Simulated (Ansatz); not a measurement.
# MoS2 with a defect (Ta on a Mo site): a single-point run

Aim: the field gradients at the nuclei of MoS2 with a defect (Ta on a Mo site), from a sound single-point run.

Computed with Ansatz 0.2.0 (DFT, PBE, plane-wave PAW, default files, scalar-relativistic, unless a step's input says otherwise).

### Step 1. The starting structure

Symmetry: P-6m2, No. 187, hexagonal system. Conventional cell: a = 6.338 Å, b = 6.338 Å, c = 12.324 Å, α = 90.00°, β = 90.00°, γ = 120.00°. Ta (site symmetry -6m2) is surrounded by 6 S at 2.41 Å. Around Mo (site symmetry mm2) lie 6 S at 2.41 Å. Mo (site symmetry -6m2) has 6 S at 2.41 Å as nearest neighbours. S (site symmetry 3m) is surrounded by 3 Mo at 2.41 Å. Around S (site symmetry m) lie 3 Mo at 2.41 Å. S (site symmetry m) has 2 Mo at 2.41 Å and 1 Ta at 2.41 Å as nearest neighbours.

The input asks for a charge of +1 e on the cell.

Structure file:

```
CELL_PARAMETERS angstrom
6.33800 0.00000 0.00000
-3.16900 5.48887 0.00000
0.00000 0.00000 12.32400
ATOMIC_POSITIONS crystal
Ta 0.16667 0.33333 0.25000
Mo 0.16667 0.83333 0.25000
Mo 0.66667 0.33333 0.25000
Mo 0.66667 0.83333 0.25000
Mo 0.33333 0.16667 0.75000
Mo 0.33333 0.66667 0.75000
Mo 0.83333 0.16667 0.75000
Mo 0.83333 0.66667 0.75000
S 0.16667 0.33333 0.62300
S 0.16667 0.83333 0.62300
S 0.66667 0.33333 0.62300
S 0.66667 0.83333 0.62300
S 0.33333 0.16667 0.12300
S 0.33333 0.66667 0.12300
S 0.83333 0.16667 0.12300
S 0.83333 0.66667 0.12300
S 0.16667 0.33333 0.87700
S 0.16667 0.83333 0.87700
S 0.66667 0.33333 0.87700
S 0.66667 0.83333 0.87700
S 0.33333 0.16667 0.37700
S 0.33333 0.66667 0.37700
S 0.83333 0.16667 0.37700
S 0.83333 0.66667 0.37700
```

### Step 2. The calculation

The input, input.yaml:

```yaml
crystal:
  lattice:
    - [6.338, 0.0, 0.0]
    - [-3.169, 5.4888690092, 0.0]
    - [0.0, 0.0, 12.324]
  atoms:
    - { symbol: Ta, position: [0.1666666666, 0.3333333334, 0.25] }
    - { symbol: Mo, position: [0.1666666666, 0.8333333334, 0.25] }
    - { symbol: Mo, position: [0.6666666666, 0.3333333334, 0.25] }
    - { symbol: Mo, position: [0.6666666666, 0.8333333334, 0.25] }
    - { symbol: Mo, position: [0.3333333334, 0.1666666666, 0.75] }
    - { symbol: Mo, position: [0.3333333334, 0.6666666666, 0.75] }
    - { symbol: Mo, position: [0.8333333334, 0.1666666666, 0.75] }
    - { symbol: Mo, position: [0.8333333334, 0.6666666666, 0.75] }
    - { symbol: S, position: [0.1666666666, 0.3333333334, 0.623] }
    - { symbol: S, position: [0.1666666666, 0.8333333334, 0.623] }
    - { symbol: S, position: [0.6666666666, 0.3333333334, 0.623] }
    - { symbol: S, position: [0.6666666666, 0.8333333334, 0.623] }
    - { symbol: S, position: [0.3333333334, 0.1666666666, 0.123] }
    - { symbol: S, position: [0.3333333334, 0.6666666666, 0.123] }
    - { symbol: S, position: [0.8333333334, 0.1666666666, 0.123] }
    - { symbol: S, position: [0.8333333334, 0.6666666666, 0.123] }
    - { symbol: S, position: [0.1666666666, 0.3333333334, 0.877] }
    - { symbol: S, position: [0.1666666666, 0.8333333334, 0.877] }
    - { symbol: S, position: [0.6666666666, 0.3333333334, 0.877] }
    - { symbol: S, position: [0.6666666666, 0.8333333334, 0.877] }
    - { symbol: S, position: [0.3333333334, 0.1666666666, 0.377] }
    - { symbol: S, position: [0.3333333334, 0.6666666666, 0.377] }
    - { symbol: S, position: [0.8333333334, 0.1666666666, 0.377] }
    - { symbol: S, position: [0.8333333334, 0.6666666666, 0.377] }
total_charge: 1
kpoints:
  mp_grid: { grid: [1, 1, 1] }
scf:
  occupations: { method: fermi_dirac, width: 0.01 }
  max_iter: 80
hamiltonian:
  xc: pbe
  pseudopotentials: { kind: paw }
output:
  forces: true
  stress: true
  populations: true
  efg:
    quadrupole_moments_barn: { Ta: 3.17, Mo: -0.022, S: -0.0694 }
    contact_densities: true
```

On the command line:

```
$ ansatz run input.yaml --threads 1 --pin off --max-ram 3072MiB --backend cpu --events-out ev --progress --plain --runs-dir out
```

Q: Will this input give a usable result? If not, why, and what should change?

This run ends as converged, with warnings (gradients without spin orbit). That alone doesn't make the input a sound one.

In the input, kpoints.mp_grid.grid is [1, 1, 1]. The zone is sampled at a single point, which suits only large cells or molecules.

The test: set kpoints.mp_grid.grid to [4, 4, 2].
